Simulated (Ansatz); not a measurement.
# F2H5NOSi2: the cost of one run

Program: Ansatz 0.2.0, Gaussian basis. Level of theory: the settings change from run to run. These are calculated values, not measurements.

### 1 The geometry

The geometry comes from an earlier relaxation with PBE0-D4 in a triple-zeta def2 set; it is a stationary point, not always the lowest conformer.

SMILES `O[SiH2]N[SiH](F)F`, 11 atoms, charge 0, spin multiplicity 1.

Atoms are counted from 1 here; the program's logs count them from 0.

Bond lengths: O1–Si2 1.641 Å, O1–H7 0.958 Å, Si2–N3 1.730 Å, Si2–H8 1.477 Å, Si2–H9 1.484 Å, N3–Si4 1.694 Å, N3–H10 1.013 Å, Si4–F5 1.588 Å, Si4–F6 1.587 Å, Si4–H11 1.469 Å. Angles: Si2–O1–H7 118.2°, O1–Si2–N3 113.3°, O1–Si2–H8 103.8°, O1–Si2–H9 112.1°, N3–Si2–H8 110.5°, N3–Si2–H9 105.0°, H8–Si2–H9 112.5°, Si2–N3–Si4 128.9°, Si2–N3–H10 115.3°, Si4–N3–H10 115.9°, N3–Si4–F5 110.6°, N3–Si4–F6 111.7°, N3–Si4–H11 110.8°, F5–Si4–F6 104.4°, F5–Si4–H11 109.7°, F6–Si4–H11 109.4°.

### 2 r2SCANh/ANO-RCC-VTZP

Options: atoms shaken by 0.08 Å.

Input file in.yaml:

```yaml
crystal:
  periodic: [false, false, false]
  atoms:
    - {symbol: O, position_ang: [-0.868840, -2.280713, 0.206025]}
    - {symbol: Si, position_ang: [-0.709716, -0.665538, 0.886825]}
    - {symbol: N, position_ang: [0.626000, 0.012669, 0.247346]}
    - {symbol: Si, position_ang: [0.686741, 1.406803, -0.760802]}
    - {symbol: F, position_ang: [1.564232, 1.240535, -2.001400]}
    - {symbol: F, position_ang: [1.336863, 2.451742, 0.060108]}
    - {symbol: H, position_ang: [-0.959654, -2.450349, -0.651513]}
    - {symbol: H, position_ang: [-0.640380, -0.947379, 2.179500]}
    - {symbol: H, position_ang: [-1.960034, 0.091165, 0.542484]}
    - {symbol: H, position_ang: [1.376715, -0.385142, 0.466126]}
    - {symbol: H, position_ang: [-0.673216, 1.791736, -1.082902]}
basis:
  gaussian: {orbitals: ANO-RCC-VTZP}
hamiltonian: {xc: {name: r2SCANh}}
output: {forces: true}
```

Run with:

```console
$ ansatz run in.yaml --threads 4 --pin off --events-out ev --progress --plain --max-ram 10444MiB
```

Q: Estimate wall time and peak memory on 4 threads of AMD EPYC 9R45, shared host.

About 6 s, with a peak of 1.2 GiB.
